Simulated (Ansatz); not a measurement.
# Ge: an axial (c/a) deformation path

The task here is to estimate one member of a computed series from the others.

Computed with Ansatz 0.2.0 (DFT PBEsol, scalar-relativistic, plane waves, PAW, unless a step's input says otherwise).

## Starting point

Symmetry: Cmmm, No. 65, orthorhombic system. Conventional cell: a = 2.794 Å, b = 5.201 Å, c = 2.698 Å, α = 90.00°, β = 90.00°, γ = 90.00°. Around Ge (site symmetry mmm) lie 8 Ge at 2.70 to 2.95 Å.

Coordinates:

```
Ge
1.0
     1.39715   -2.60052    0.00000
     1.39715    2.60052    0.00000
     0.00000    0.00000    2.69823
Ge
1
Direct
  0.50000 0.50000 0.00000
```

It goes back to an entry of the Materials Project, which need not be the stable form.

No relaxation comes first: the listed cell is the starting point.

## Zero of energy

The reference gives a free energy of -4253.2965 eV, pressure -4.16 GPa, largest force 0.000 eV/Å and gap on the mesh none (metal). It was computed beforehand with the settings of the runs below.

The first run:

At fixed volume and fractional coordinates, lengths along (0.000, 0.000, 1.000) are scaled against those across it; ρ is that ratio over its starting value.

Input file input.yaml:

```yaml
crystal:
  lattice:
    - [1.4749243616, -2.7452794234, 0.0]
    - [1.4749243616, 2.7452794234, 0.0]
    - [0.0, 0.0, 2.4211688516]
  atoms:
    - { symbol: Ge, position: [0.5, 0.5, 0.0] }
basis:
  ecutwfc: 420
kpoints:
  mp_grid: { grid: [22, 22, 20] }
hamiltonian:
  xc: pbesol
scf:
  occupations: { method: gaussian, width: 0.15 }
output:
  forces: true
  stress: true
  eigenvalues: true
  write_density: true
  write_potential: true
  elf: true
  volumetric_format: npy
```

The run is started by

```sh
$ ansatz run input.yaml --threads 1 --pin off --max-ram 2560MiB --backend cpu --events-out ev --progress --plain --runs-dir out
```

Among the steps run: Point ρ = 0.850; At ρ = 1.200; At ρ = 0.920; ρ = 1.100; Point ρ = 0.960; At ρ = 1.050; Point ρ = 0.800; Point ρ = 1.300.

One table of the session follows, with a row left open; its other results are not shown here.

Collected from the runs (energy zero: the undisturbed cell):

```
    ρ  ΔE (meV/atom)  pressure (GPa)
0.800          360.5             4.1
0.850          181.4            -0.3
0.920           44.2            -3.1
0.960            9.7            -3.9
1.000            0.0            -4.2
1.050           14.8            -3.7
1.100           52.2            -2.7
1.200              ?               ?
1.300          316.5             5.0
```

Estimate the missing values for ρ = 1.200.

Worked estimate for «ΔE (meV/atom)». A straight line through the neighbours (1.100, 52.2) and (1.300, 316.5) gives 52.2 + (316.5 − 52.2) × (1.200 − 1.100) / (1.300 − 1.100) = 184.3; a parabola fitted to 3 rows on both sides gives 161.4.

As computed: ΔE (meV/atom): 167.4; pressure (GPa): 0.5. In «ΔE (meV/atom)» the line misses by +16.9 and the parabola by -6.0.
